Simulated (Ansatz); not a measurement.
# GeH3S (doublet): the correlation ladder at distance Ge1–S2 = 3.561 Å, cc-pVDZ

Aim: climb from Hartree-Fock through coupled cluster and multireference methods for GeH3S (doublet) at one geometry and basis, and see what each rung misses.

Computed with Ansatz 0.2.0, Gaussian basis. Level: cc-pVDZ, core rule «outside noble gas», up to 19 orbitals frozen.

Plan: UHF; CCSD(T) on ROHF; CCSD(T) on UHF; BCCD(T) on ROHF; CISD; CCSDT(Q) on ROHF; CCSDT(Q) on UHF; CASSCF and MRCISD+Q, 3 electrons in 3 orbitals; CASSCF and NEVPT2, 3 electrons in 3 orbitals.

17 further runs of the same task are left out: 2 for a mislabelled method, 11 that didn't finish, 4 set aside as unsound or not needed.

### 1 The geometry

The geometry derives from a PBE0/def2-TZVP stationary point (not a proven minimum). One bond is set to the value named and the two fragments are kept rigid. No spin-orbit coupling is included. The filled d shell of Ge may be among the frozen orbitals whatever the setting's name suggests; the logs give the count.

5 atoms, charge 0, spin multiplicity 2.

Atoms are counted from 1 here; the program's logs count them from 0.

Bond lengths: Ge1–H3 1.550 Å, Ge1–H4 1.545 Å, S2–H5 1.343 Å. Angles: H3–Ge1–H4 110.8°.

In the tables R marks a restricted open-shell determinant and U an unrestricted one; 'pair' is the active space of 3 electrons in 3 orbitals; energies count from the table's Hartree-Fock row.

### 2 UHF

in.yaml reads:

```yaml
crystal:
  periodic: [false, false, false]
  atoms:
    - {symbol: Ge, position_ang: [0.052305, 0.034989, 1.084001]}
    - {symbol: S, position_ang: [-0.080154, -0.113502, -2.471435]}
    - {symbol: H, position_ang: [-0.828456, 1.207886, 1.585345]}
    - {symbol: H, position_ang: [-0.521106, -1.321077, 1.553910]}
    - {symbol: H, position_ang: [0.129970, 1.202390, -2.638544]}
basis:
  gaussian: {orbitals: cc-pVDZ}
magnetization: {spin_polarized: true, initial_magnetization: 1}
hamiltonian: {xc: hf}
output: {orbitals: {seedname: orbitals}}
```

Started as:

```bash
$ ansatz run in.yaml --threads 1 --pin off --events-out ev --progress --plain --max-ram 2393MiB
```

The program printed:

```text
Functional definition: HF
  name "HF"
  cite "Fock, Z. Phys. 61, 126 (1930) doi:10.1007/BF01340294"
  parent pbe
  exchange = exact_x
  correlation = 0
652 factors; integrals over basis functions are off by at most 1.0e-3 eV
mean field evaluation 1: about -67331.5145 eV, gradient 1.5e1 eV
mean field evaluation 2: about -67331.5169 eV, gradient 1.5e1 eV
mean field evaluation 4: about -67334.2401 eV, gradient 2.6e0 eV
mean field evaluation 8: about -67334.1665 eV, gradient 2.7e0 eV
mean field evaluation 16: about -67335.5040 eV, gradient 1.4e-2 eV
mean field evaluation 32: about -67335.4335 eV, gradient 2.5e-1 eV
mean field evaluation 64: about -67334.2319 eV, gradient 5.2e0 eV
mean field evaluation 96: about -67334.2233 eV, gradient 1.7e-1 eV
mean field evaluation 128: about -67335.1936 eV, gradient 2.0e-1 eV
mean field evaluation 160: about -67334.2074 eV, gradient 2.0e-1 eV
mean field evaluation 192: about -67332.9927 eV, gradient 1.3e1 eV
mean field evaluation 224: about -67335.3596 eV, gradient 1.7e0 eV
mean field -67335.50401034 eV, -2474.5341307359 hartree, gradient 6.3e-6 eV, S^2 1.204894; 6 other end points of the search recorded, 0 dependent functions left out
reference -67335.50401034 eV, -2474.5341307359 hartree; 26, 25 occupied and 34, 35 virtual orbitals, 652 factors
Total energy: -67335.50401034 eV, -2474.5341307359 hartree
```

It took 7 s on 1 thread of Arm Neoverse V1, shared host.

From the report: ⟨S²⟩ of the determinant 1.205 (pure doublet: 0.75).

### 3 CCSD(T) on ROHF

in.yaml, as its differences from that of step 2:

```diff
@@ -10,4 +10,3 @@
   gaussian: {orbitals: cc-pVDZ}
-magnetization: {spin_polarized: true, initial_magnetization: 1}
-hamiltonian: {xc: hf}
-output: {orbitals: {seedname: orbitals}}
+magnetization: {spin_polarized: false, initial_magnetization: 1}
+correlation: {method: ccsd_t, electrons: outside_noble_gas}
```

Launched as before.

The program printed, shortened:

```text
Functional definition: HF
  name "HF"
  cite "Fock, Z. Phys. 61, 126 (1930) doi:10.1007/BF01340294"
  parent pbe
[...]
652 factors; integrals over basis functions are off by at most 1.0e-3 eV
[...]
mean field -67335.18420933 eV, -2474.5223782659 hartree, gradient 5.8e-6 eV, S^2 0.750000; 9 other end points of the search recorded, 0 dependent functions left out
[...]
determinant -67335.18420933 eV, -2474.5223782659 hartree, with singles and doubles -67341.97168416 eV, -2474.7718133650 hartree
determinant -67335.00261232 eV, -2474.5157046987 hartree, with singles and doubles -67341.79010896 eV, -2474.7651405994 hartree
determinant -67331.80061428 eV, -2474.3980334413 hartree, with singles and doubles -67340.23046017 eV, -2474.7078245638 hartree
determinant -67335.18420933 eV, -2474.5223782659 hartree, with singles and doubles -67341.98790251 eV, -2474.7724093785 hartree
determinant -67335.00261232 eV, -2474.5157046987 hartree, with singles and doubles -67341.78941518 eV, -2474.7651151035 hartree
[...]
19 core orbitals not correlated: weight in the atoms' cores, before any rotation towards them, 0.999 or more for the frozen orbitals, at most 0.000 for the correlated occupied ones
reference -67335.18420933 eV, -2474.5223782659 hartree; 7, 6 occupied and 34, 35 virtual orbitals, 652 factors
second order -5.44620947 eV of doubles, -0.07452961 eV of singles
cycle   1  -6.80369177 eV  change    1.4e-6 eV  update   3.4e-6
perturbative correction -0.14258830 eV, -0.0052400232 hartree
Total energy: -67342.13048940 eV, -2474.7776493501 hartree
```

It took 24 s on 1 thread of Arm Neoverse V1, shared host.

From the report: correlation -6.9463 eV; T1 0.047; largest double amplitude 0.08.

### 4 CCSD(T) on UHF

in.yaml, as its differences from that of step 3:

```diff
@@ -10,3 +10,3 @@
   gaussian: {orbitals: cc-pVDZ}
-magnetization: {spin_polarized: false, initial_magnetization: 1}
+magnetization: {spin_polarized: true, initial_magnetization: 1}
 correlation: {method: ccsd_t, electrons: outside_noble_gas}
```

Same command.

The program printed, shortened:

```text
Functional definition: HF
  name "HF"
  cite "Fock, Z. Phys. 61, 126 (1930) doi:10.1007/BF01340294"
  parent pbe
[...]
652 factors; integrals over basis functions are off by at most 1.0e-3 eV
[...]
mean field -67335.50401034 eV, -2474.5341307359 hartree, gradient 7.0e-6 eV, S^2 1.204895; 15 other end points of the search recorded, 0 dependent functions left out
determinant -67335.50401034 eV, -2474.5341307359 hartree, with singles and doubles -67341.96790635 eV, -2474.7716745330 hartree
determinant -67335.33923264 eV, -2474.5280752672 hartree, with singles and doubles -67341.88913681 eV, -2474.7687798059 hartree
determinant -67335.29130807 eV, -2474.5263140720 hartree, with singles and doubles -67341.95506548 eV, -2474.7712026399 hartree
determinant -67335.26199423 eV, -2474.5252368080 hartree, with singles and doubles -67341.74896530 eV, -2474.7636285979 hartree
[...]
determinant -67335.18776847 eV, -2474.5225090616 hartree, with singles and doubles -67341.78956937 eV, -2474.7651207698 hartree
determinant -67335.17101382 eV, -2474.5218933396 hartree, with singles and doubles -67341.50838226 eV, -2474.7547873344 hartree
determinant -67334.22953798 eV, -2474.4872947406 hartree, with singles and doubles -67341.59739488 eV, -2474.7580584877 hartree
19 core orbitals not correlated: weight in the atoms' cores, before any rotation towards them, 0.999 or more for the frozen orbitals, at most 0.000 for the correlated occupied ones
reference -67335.50401034 eV, -2474.5341307359 hartree; 7, 6 occupied and 34, 35 virtual orbitals, 652 factors
second order -5.17261941 eV of doubles, -0.00000000 eV of singles
cycle   1  -6.48308952 eV  change    9.2e-7 eV  update   5.3e-6
[...]
cycle   3  -6.48310020 eV  change   -5.9e-6 eV  update   2.9e-6
perturbative correction -0.14081279 eV, -0.0051747746 hartree
Total energy: -67342.12792333 eV, -2474.7775550485 hartree
```

Wall time 39 s (1 thread of Arm Neoverse V1, shared host).

From the report: ⟨S²⟩ of the determinant 1.205 (pure doublet: 0.75); correlation -6.6239 eV; T1 0.050; largest double amplitude 0.06.

### 5 BCCD(T) on ROHF

in.yaml, as its differences from that of step 4:

```diff
@@ -10,3 +10,3 @@
   gaussian: {orbitals: cc-pVDZ}
-magnetization: {spin_polarized: true, initial_magnetization: 1}
-correlation: {method: ccsd_t, electrons: outside_noble_gas}
+magnetization: {spin_polarized: false, initial_magnetization: 1}
+correlation: {method: bccd_t, electrons: outside_noble_gas}
```

Launched as before.

The program printed, shortened:

```text
Functional definition: HF
  name "HF"
  cite "Fock, Z. Phys. 61, 126 (1930) doi:10.1007/BF01340294"
  parent pbe
[...]
652 factors; integrals over basis functions are off by at most 1.0e-3 eV
[...]
mean field -67335.18420933 eV, -2474.5223782659 hartree, gradient 5.8e-6 eV, S^2 0.750000; 9 other end points of the search recorded, 0 dependent functions left out
[...]
determinant -67335.18420933 eV, -2474.5223782659 hartree, with singles and doubles -67341.97168416 eV, -2474.7718133650 hartree
determinant -67335.00261232 eV, -2474.5157046987 hartree, with singles and doubles -67341.79010896 eV, -2474.7651405994 hartree
determinant -67331.80061428 eV, -2474.3980334413 hartree, with singles and doubles -67340.23046017 eV, -2474.7078245638 hartree
determinant -67335.18420933 eV, -2474.5223782659 hartree, with singles and doubles -67341.98790251 eV, -2474.7724093785 hartree
determinant -67335.00261232 eV, -2474.5157046987 hartree, with singles and doubles -67341.78941518 eV, -2474.7651151035 hartree
[...]
19 core orbitals not correlated: weight in the atoms' cores, before any rotation towards them, 0.999 or more for the frozen orbitals, at most 0.000 for the correlated occupied ones
reference -67335.18420933 eV, -2474.5223782659 hartree; 7, 6 occupied and 34, 35 virtual orbitals, 652 factors
second order -5.44620947 eV of doubles, -0.07452961 eV of singles
cycle   1  -6.81651338 eV  change   -1.3e-2 eV  update   1.7e-2
[...]
cycle  24  -6.80076447 eV  change    1.9e-6 eV  update   5.7e-6
perturbative correction -0.15112005 eV, -0.0055535594 hartree
Total energy: -67342.13609385 eV, -2474.7778553097 hartree
```

Wall time 27 s (1 thread of Arm Neoverse V1, shared host).

From the report: correlation -6.9519 eV; largest double amplitude 0.07.

### 6 CISD

in.yaml, as its differences from that of step 5:

```diff
@@ -11,2 +11,2 @@
 magnetization: {spin_polarized: false, initial_magnetization: 1}
-correlation: {method: bccd_t, electrons: outside_noble_gas}
+correlation: {active_space: {ras: {orbitals: [6, 1, 34], electrons: 13, max_holes: 2, max_particles: 2}, fixed_orbitals: true}}
```

Launched as before.

The program printed, shortened:

```text
Functional definition: HF
  name "HF"
  cite "Fock, Z. Phys. 61, 126 (1930) doi:10.1007/BF01340294"
  parent pbe
[...]
652 factors; integrals over basis functions are off by at most 1.0e-3 eV
[...]
mean field -67335.18420933 eV, -2474.5223782659 hartree, gradient 5.8e-6 eV, S^2 0.750000; 7 other end points of the search recorded, 0 dependent functions left out
reference -67335.18420933 eV, -2474.5223782659 hartree; 26, 25 occupied and 34, 35 virtual orbitals, 652 factors
state -67341.31927092 eV, -2474.7478376206 hartree
Total energy: -67341.31927092 eV, -2474.7478376206 hartree
```

Wall time 14 s (1 thread of Arm Neoverse V1, shared host).

From the report: 108,671 determinants.

### 7 CCSDT(Q) on ROHF

in.yaml, as its differences from that of step 6:

```diff
@@ -11,2 +11,2 @@
 magnetization: {spin_polarized: false, initial_magnetization: 1}
-correlation: {active_space: {ras: {orbitals: [6, 1, 34], electrons: 13, max_holes: 2, max_particles: 2}, fixed_orbitals: true}}
+correlation: {method: ccsdt_q, electrons: outside_noble_gas}
```

The command is unchanged.

The program printed, shortened:

```text
Functional definition: HF
  name "HF"
  cite "Fock, Z. Phys. 61, 126 (1930) doi:10.1007/BF01340294"
  parent pbe
[...]
1166 factors; integrals over basis functions are off by at most 1.9e-7 eV
[...]
mean field -67335.18433031 eV, -2474.5223827118 hartree, gradient 4.4e-6 eV, S^2 0.750000; 9 other end points of the search recorded, 0 dependent functions left out
[...]
determinant -67335.18433031 eV, -2474.5223827118 hartree, with singles and doubles -67341.97182736 eV, -2474.7718186276 hartree
determinant -67335.00274034 eV, -2474.5157094033 hartree, with singles and doubles -67341.79025342 eV, -2474.7651459084 hartree
determinant -67331.80072722 eV, -2474.3980375916 hartree, with singles and doubles -67340.23062134 eV, -2474.7078304866 hartree
determinant -67335.18433031 eV, -2474.5223827118 hartree, with singles and doubles -67341.98804482 eV, -2474.7724146081 hartree
determinant -67335.00274034 eV, -2474.5157094033 hartree, with singles and doubles -67341.78955884 eV, -2474.7651203830 hartree
19 core orbitals not correlated: weight in the atoms' cores, before any rotation towards them, 0.999 or more for the frozen orbitals, at most 0.000 for the correlated occupied ones
reference -67335.18433031 eV, -2474.5223827118 hartree; 7, 6 occupied and 34, 35 virtual orbitals, 1166 factors
second order -5.44625855 eV of doubles, -0.07452944 eV of singles
cycle   1  -6.42795095 eV  change   -9.1e-1 eV  update   8.1e-2
[...]
cycle  46  -7.01520096 eV  change    3.5e-7 eV  update   1.2e-6
perturbative correction -0.01646584 eV, -0.0006051085 hartree
Total energy: -67342.21599712 eV, -2474.7807917007 hartree
```

It took 3.6 min on 1 thread of Arm Neoverse V1, shared host; peak memory 0.78 GiB.

From the report: correlation -7.0317 eV; T1 0.073; largest double amplitude 0.13.

### 8 CCSDT(Q) on UHF

in.yaml, as its differences from that of step 7:

```diff
@@ -10,3 +10,3 @@
   gaussian: {orbitals: cc-pVDZ}
-magnetization: {spin_polarized: false, initial_magnetization: 1}
+magnetization: {spin_polarized: true, initial_magnetization: 1}
 correlation: {method: ccsdt_q, electrons: outside_noble_gas}
```

The command is unchanged.

The program printed, shortened:

```text
Functional definition: HF
  name "HF"
  cite "Fock, Z. Phys. 61, 126 (1930) doi:10.1007/BF01340294"
  parent pbe
[...]
1166 factors; integrals over basis functions are off by at most 1.9e-7 eV
[...]
mean field -67335.50413634 eV, -2474.5341353665 hartree, gradient 6.7e-6 eV, S^2 1.204899; 15 other end points of the search recorded, 0 dependent functions left out
determinant -67335.50413634 eV, -2474.5341353665 hartree, with singles and doubles -67341.96804587 eV, -2474.7716796603 hartree
determinant -67335.33936005 eV, -2474.5280799496 hartree, with singles and doubles -67341.88927144 eV, -2474.7687847533 hartree
determinant -67335.29142912 eV, -2474.5263185202 hartree, with singles and doubles -67341.95520807 eV, -2474.7712078798 hartree
determinant -67335.26211715 eV, -2474.5252413253 hartree, with singles and doubles -67341.74910463 eV, -2474.7636337183 hartree
[...]
determinant -67335.18790344 eV, -2474.5225140219 hartree, with singles and doubles -67341.78970691 eV, -2474.7651258245 hartree
determinant -67335.17113724 eV, -2474.5218978753 hartree, with singles and doubles -67341.50851645 eV, -2474.7547922655 hartree
determinant -67334.22964783 eV, -2474.4872987778 hartree, with singles and doubles -67341.59752761 eV, -2474.7580633656 hartree
19 core orbitals not correlated: weight in the atoms' cores, before any rotation towards them, 0.999 or more for the frozen orbitals, at most 0.000 for the correlated occupied ones
reference -67335.50413634 eV, -2474.5341353665 hartree; 7, 6 occupied and 34, 35 virtual orbitals, 1166 factors
second order -5.17266027 eV of doubles, -0.00000000 eV of singles
cycle   1  -6.04205612 eV  change   -8.7e-1 eV  update   8.0e-2
[...]
cycle  58  -6.69303556 eV  change   -4.2e-7 eV  update   6.0e-7
perturbative correction -0.01686563 eV, -0.0006198005 hartree
Total energy: -67342.21403753 eV, -2474.7807196871 hartree
```

It took 4.4 min on 1 thread of Arm Neoverse V1, shared host; peak memory 0.63 GiB.

From the report: ⟨S²⟩ of the determinant 1.205 (pure doublet: 0.75); correlation -6.7099 eV; T1 0.061; largest double amplitude 0.18.

### 9 CASSCF and MRCISD+Q, 3 electrons in 3 orbitals

in.yaml, as its differences from that of step 8:

```diff
@@ -10,3 +10,3 @@
   gaussian: {orbitals: cc-pVDZ}
-magnetization: {spin_polarized: true, initial_magnetization: 1}
-correlation: {method: ccsdt_q, electrons: outside_noble_gas}
+magnetization: {spin_polarized: false, initial_magnetization: 1}
+correlation: {method: fic_mrcisd_q, electrons: outside_noble_gas, active_space: {window: {electrons: 3, orbitals: 3}}}
```

The command is unchanged.

The program printed, shortened:

```text
Functional definition: HF
  name "HF"
  cite "Fock, Z. Phys. 61, 126 (1930) doi:10.1007/BF01340294"
  parent pbe
[...]
652 factors; integrals over basis functions are off by at most 1.0e-3 eV
[...]
mean field -67335.18420933 eV, -2474.5223782659 hartree, gradient 5.8e-6 eV, S^2 0.750000; 7 other end points of the search recorded, 0 dependent functions left out
reference -67335.18420933 eV, -2474.5223782659 hartree; 26, 25 occupied and 34, 35 virtual orbitals, 652 factors
state -67335.64785703 eV, -2474.5394170046 hartree
contracted CI cycle   1: correlation 0.00000000 eV, 0.0000000000 hartree, residual 1.87e1 eV
contracted CI cycle   2: correlation -5.65845528 eV, -0.2079443960 hartree, residual 2.56e0 eV
contracted CI cycle   3: correlation -5.79349213 eV, -0.2129069089 hartree, residual 6.46e-1 eV
contracted CI cycle   4: correlation -5.80249368 eV, -0.2132377096 hartree, residual 1.96e-1 eV
contracted CI cycle   5: correlation -5.80343485 eV, -0.2132722972 hartree, residual 7.34e-2 eV
contracted CI cycle   6: correlation -5.80357100 eV, -0.2132773003 hartree, residual 3.16e-2 eV
contracted CI cycle   7: correlation -5.80360010 eV, -0.2132783697 hartree, residual 1.61e-2 eV
contracted CI cycle   8: correlation -5.80360749 eV, -0.2132786414 hartree, residual 8.10e-3 eV
contracted CI cycle   9: correlation -5.80360916 eV, -0.2132787028 hartree, residual 3.36e-3 eV
contracted CI cycle  10: correlation -5.80360943 eV, -0.2132787126 hartree, residual 1.26e-3 eV
state -67335.64785703 eV, -2474.5394170046 hartree; corrected -67342.09733225 eV, -2474.7764308472 hartree
Total energy: -67342.09733225 eV, -2474.7764308472 hartree
```

Run time: 12 s. Hardware: 1 thread of Arm Neoverse V1, shared host.

From the report: 9 determinants; active occupations 1.92, 1.00, 0.08.

### 10 CASSCF and NEVPT2, 3 electrons in 3 orbitals

in.yaml, as its differences from that of step 9:

```diff
@@ -11,2 +11,2 @@
 magnetization: {spin_polarized: false, initial_magnetization: 1}
-correlation: {method: fic_mrcisd_q, electrons: outside_noble_gas, active_space: {window: {electrons: 3, orbitals: 3}}}
+correlation: {method: sc_nevpt2, electrons: outside_noble_gas, active_space: {window: {electrons: 3, orbitals: 3}}}
```

Same command.

The program printed, shortened:

```text
Functional definition: HF
  name "HF"
  cite "Fock, Z. Phys. 61, 126 (1930) doi:10.1007/BF01340294"
  parent pbe
[...]
652 factors; integrals over basis functions are off by at most 1.0e-3 eV
[...]
mean field -67335.18420933 eV, -2474.5223782659 hartree, gradient 5.8e-6 eV, S^2 0.750000; 7 other end points of the search recorded, 0 dependent functions left out
reference -67335.18420933 eV, -2474.5223782659 hartree; 26, 25 occupied and 34, 35 virtual orbitals, 652 factors
state -67335.64785703 eV, -2474.5394170046 hartree
state -67335.64785703 eV, -2474.5394170046 hartree; corrected -67340.80091822 eV, -2474.7287885102 hartree
Total energy: -67340.80091822 eV, -2474.7287885102 hartree
```

It took 11 s on 1 thread of Arm Neoverse V1, shared host.

From the report: 9 determinants; active occupations 1.92, 1.00, 0.08.

### 11 The ladder

No level here is safe as a reference; RCCSDT(Q) serves as a yardstick only. Rows without a time come out of other runs: HF, MP2 and CCSD of CCSD(T), CCSDT of CCSDT(Q), CASSCF and MRCISD of the multireference runs.

Differences are taken before rounding.

| method | energy from the lowest RHF (meV) | from RCCSDT(Q) (meV) | time |
| --- | --- | --- | --- |
| RHF | 0.0 | +7031.8 |  |
| UHF | -319.8 | +6712.0 |  |
| RMP2 | -5520.7 | +1511.0 |  |
| UMP2 | -5492.4 | +1539.4 |  |
| CISD | -6135.1 | +896.7 | 14 s |
| RCCSD | -6803.7 | +228.1 |  |
| UCCSD | -6802.9 | +228.9 |  |
| RCCSD(T) | -6946.3 | +85.5 | 24 s |
| UCCSD(T) | -6943.7 | +88.1 | 39 s |
| BCCD(T) | -6951.9 | +79.9 | 27 s |
| RCCSDT | -7015.3 | +16.5 |  |
| UCCSDT | -7013.0 | +18.8 |  |
| RCCSDT(Q) | -7031.8 | 0 | 3.6 min |
| UCCSDT(Q) | -7029.8 | +2.0 | 4.4 min |
| CASSCF pair | -463.6 | +6568.1 |  |
| NEVPT2 pair | -5616.7 | +1415.1 | 11 s |
| MRCISD pair | -6267.3 | +764.5 |  |
| MRCISD+Q pair | -6913.1 | +118.7 | 12 s |

Among the levels timed on like hardware and quicker than the yardstick, those that no quicker one beats, quickest first: NEVPT2 pair (11 s, +1415.1 meV); MRCISD+Q pair (12 s, +118.7 meV); RCCSD(T) (24 s, +85.5 meV); BCCD(T) (27 s, +79.9 meV).

### 12 Summary of results

```
                      quantity        value
RCCSDT(Q) below the RHF energy   -7.0318 eV
           RMP2 from RCCSDT(Q)  +1511.0 meV
           UMP2 from RCCSDT(Q)  +1539.4 meV
          RCCSD from RCCSDT(Q)   +228.1 meV
       RCCSD(T) from RCCSDT(Q)    +85.5 meV
       UCCSD(T) from RCCSDT(Q)    +88.1 meV
      UCCSDT(Q) from RCCSDT(Q)     +2.0 meV
    NEVPT2 pair from RCCSDT(Q)  +1415.1 meV
  MRCISD+Q pair from RCCSDT(Q)   +118.7 meV
                 T1 diagnostic        0.047
```

In words: RCCSD(T) lands +85.5 meV from the yardstick (1.2 % of the correlation energy). Warnings: spin contamination; large T1 diagnostic.
